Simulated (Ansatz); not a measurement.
**Aluminium, A15 under r²SCAN: structure and ground-state energy**

Method: DFT r2SCAN, plane waves (500 eV) with PAW, scalar-relativistic; the PAW data stem from PBE, with regenerated cores, in Ansatz 0.2.0.

## 1. The system as given

Symmetry: Pm-3n, No. 223, cubic system. The conventional cell has a = 5.102 Å, b = 5.102 Å, c = 5.102 Å, α = 90.00°, β = 90.00°, γ = 90.00°. Al (site symmetry m-3) is surrounded by 12 Al at 2.85 Å. Al (site symmetry -4m2) has 6 Al at 2.55 to 2.85 Å as nearest neighbours.

Structure file:

```cif
data_structure
_symmetry_space_group_name_H-M 'P 1'
_symmetry_Int_Tables_number 1
_cell_length_a 5.1022
_cell_length_b 5.1022
_cell_length_c 5.1022
_cell_angle_alpha 90.000
_cell_angle_beta 90.000
_cell_angle_gamma 90.000
_cell_volume 132.82
loop_
_atom_site_label
_atom_site_type_symbol
_atom_site_fract_x
_atom_site_fract_y
_atom_site_fract_z
_atom_site_occupancy
Al1 Al 0.00000 0.00000 0.00000 1
Al2 Al 0.50000 0.50000 0.50000 1
Al3 Al 0.25000 0.00000 0.50000 1
Al4 Al 0.75000 0.00000 0.50000 1
Al5 Al 0.50000 0.25000 0.00000 1
Al6 Al 0.50000 0.75000 0.00000 1
Al7 Al 0.00000 0.50000 0.25000 1
Al8 Al 0.00000 0.50000 0.75000 1
```

## 2. Relaxation of the cell

input.yaml reads:

```yaml
crystal:
  lattice:
    - [5.1021510852, 0.0, 0.0]
    - [0.0, 5.1021510852, 0.0]
    - [0.0, 0.0, 5.1021510852]
  atoms:
    - { symbol: Al, position: [0.0, 0.0, 0.0] }
    - { symbol: Al, position: [0.5, 0.5, 0.5] }
    - { symbol: Al, position: [0.25, 0.0, 0.5] }
    - { symbol: Al, position: [0.75, 0.0, 0.5] }
    - { symbol: Al, position: [0.5, 0.25, 0.0] }
    - { symbol: Al, position: [0.5, 0.75, 0.0] }
    - { symbol: Al, position: [0.0, 0.5, 0.25] }
    - { symbol: Al, position: [0.0, 0.5, 0.75] }
hamiltonian:
  xc: r2scan
  pseudopotentials:
    kind: paw
    azcp:
      Al: "pseudopotentials/Al.paw.azcp"
basis:
  ecutwfc: 500
  fft_grid_basis: typed
kpoints:
  mp_grid: { grid: [5, 5, 5], shift: [0, 0, 0] }
magnetization:
  spin_polarized: false
scf:
  occupations: { method: fermi_dirac, width: 0.1 }
relax:
  max_steps: 60
  f_tol: 0.01
  cell: {}
```

Q: Estimate wall time and peak memory on 2 threads of an x86-64 CPU, shared host.

About 21 s, with a peak of 0.83 GiB.
